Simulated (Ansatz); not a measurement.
# FH3Sb2, SMILES [F][SbH][SbH2]: a short molecular-dynamics run

Computed with Ansatz 0.2.0, Python API.

Input file `fh3sb2.xyz`:
```text
6

F    -1.83150   -0.54170   -0.22630
Sb   -0.19910   -1.17570   -1.07150
Sb    1.27710    0.88500    0.10820
H     0.18710   -2.23920    0.28380
H     0.33560    2.11110   -0.68400
H     0.27290    0.89650    1.54350
```

`md.py`
```python
import warnings

import ansatz as az
import numpy as np

SETTINGS = {
    "basis": "def2-SVP",
    "functional": "hf",
    "n_steps": 40,
    "temperature_k": 200,
}

warnings.simplefilter("ignore", az.DeckWarning)

mol = az.Crystal.molecule_from_extxyz("fh3sb2.xyz")

setup = (
    mol.calculation()
    .basis(gaussian=SETTINGS["basis"])
    .functional(SETTINGS["functional"])
    .md("nve", timestep=1.0, steps=SETTINGS["n_steps"], temperature=SETTINGS["temperature_k"], initial_velocities="maxwell_boltzmann", seed=18)
)
frames = []
setup.session().plan().execute(on_event=lambda e: frames.append(e["data"]) if e["event"] == "md_step" else None)
print("t (fs)   E_pot (eV)      E_kin (eV)   T (K)   d(0-1) (A)")
for f in frames[::1]:
    xyz = np.array(f["positions_ang"])
    print(f"{f['time_fs']:6.2f} {f['lagrangian_ev']:14.5f} {f['e_kin_ev']:10.5f} {f['temperature_k']:8.1f} {np.linalg.norm(xyz[0] - xyz[1]):9.4f}")
kept = np.array([f["conserved_ev"] for f in frames])
print(f"conserved energy moves by at most {1000 * np.ptp(kept):.3f} meV")
symbols = [site.symbol for site in mol.cartesian_sites]
with open("last_frame.xyz", "w") as handle:
    handle.write(f"{len(symbols)}\nt = {frames[-1]['time_fs']} fs\n")
    handle.writelines("{:2s} {:10.5f} {:10.5f} {:10.5f}\n".format(s, *xyz) for s, xyz in zip(symbols, frames[-1]["positions_ang"]))
```

Running `python md.py` prints:
```text
t (fs)   E_pot (eV)      E_kin (eV)   T (K)   d(0-1) (A)
  0.00   -15772.01149    0.10341    200.0    1.9445
  1.00   -15771.99819    0.09046    175.0    1.9387
  2.00   -15772.00305    0.09510    183.9    1.9327
  3.00   -15772.02258    0.11390    220.3    1.9268
  4.00   -15772.04555    0.13593    262.9    1.9209
  5.00   -15772.05746    0.14711    284.5    1.9152
  6.00   -15772.04772    0.13736    265.7    1.9098
  7.00   -15772.01714    0.10770    208.3    1.9048
  8.00   -15771.98035    0.07226    139.8    1.9002
  9.00   -15771.95802    0.05070     98.1    1.8962
 10.00   -15771.96181    0.05403    104.5    1.8928
 11.00   -15771.98491    0.07587    146.7    1.8901
 12.00   -15772.00797    0.09786    189.3    1.8881
 13.00   -15772.01419    0.10389    200.9    1.8869
 14.00   -15771.99976    0.09009    174.2    1.8864
 15.00   -15771.97355    0.06483    125.4    1.8867
 16.00   -15771.94999    0.04207     81.4    1.8878
 17.00   -15771.94137    0.03377     65.3    1.8896
 18.00   -15771.95274    0.04488     86.8    1.8921
 19.00   -15771.98014    0.07154    138.4    1.8952
 20.00   -15772.01204    0.10249    198.2    1.8990
 21.00   -15772.03381    0.12353    238.9    1.9033
 22.00   -15772.03488    0.12459    241.0    1.9081
 23.00   -15772.01598    0.10657    206.1    1.9132
 24.00   -15771.99120    0.08306    160.7    1.9187
 25.00   -15771.98003    0.07258    140.4    1.9244
 26.00   -15771.99286    0.08492    164.2    1.9303
 27.00   -15772.02223    0.11301    218.6    1.9361
 28.00   -15772.04884    0.13859    268.0    1.9419
 29.00   -15772.05631    0.14589    282.2    1.9476
 30.00   -15772.04120    0.13141    254.2    1.9531
 31.00   -15772.01256    0.10374    200.6    1.9582
 32.00   -15771.98495    0.07693    148.8    1.9630
 33.00   -15771.97078    0.06308    122.0    1.9674
 34.00   -15771.97525    0.06732    130.2    1.9712
 35.00   -15771.99468    0.08603    166.4    1.9745
 36.00   -15772.01790    0.10833    209.5    1.9772
 37.00   -15772.03090    0.12066    233.4    1.9793
 38.00   -15772.02395    0.11375    220.0    1.9808
 39.00   -15771.99861    0.08932    172.8    1.9816
 40.00   -15771.96940    0.06138    118.7    1.9817
conserved energy moves by at most 3.098 meV
```

It writes `last_frame.xyz`:
```text
6
t = 40.0 fs
F    -1.93737   -0.63002   -0.27513
Sb   -0.18934   -1.14849   -1.05156
Sb    1.28421    0.87345    0.09764
H     0.14571   -2.21334    0.16390
H     0.25944    1.93553   -0.67424
H     0.34777    0.81868    1.44146
```

Notes:
- Total energies depend on the basis set; only differences at equal settings carry meaning.
- The trajectory is only some femtoseconds long, so its temperature is not equilibrated; where the script doesn't relax first, it starts from a rough generated geometry.
- def2 sets replace the cores of elements past krypton by effective core potentials.
- The temperature counts the internal degrees of freedom alone.
- With hydrogen a step over 0.5 fs is long.
- Timing: 68 s on 1 thread of Intel(R) Xeon(R) Gold 6455B (Sapphire Rapids), with other jobs on the host, peak memory 0.25 GiB.

(Lines on the test bed's own set-up are left out of the output.)
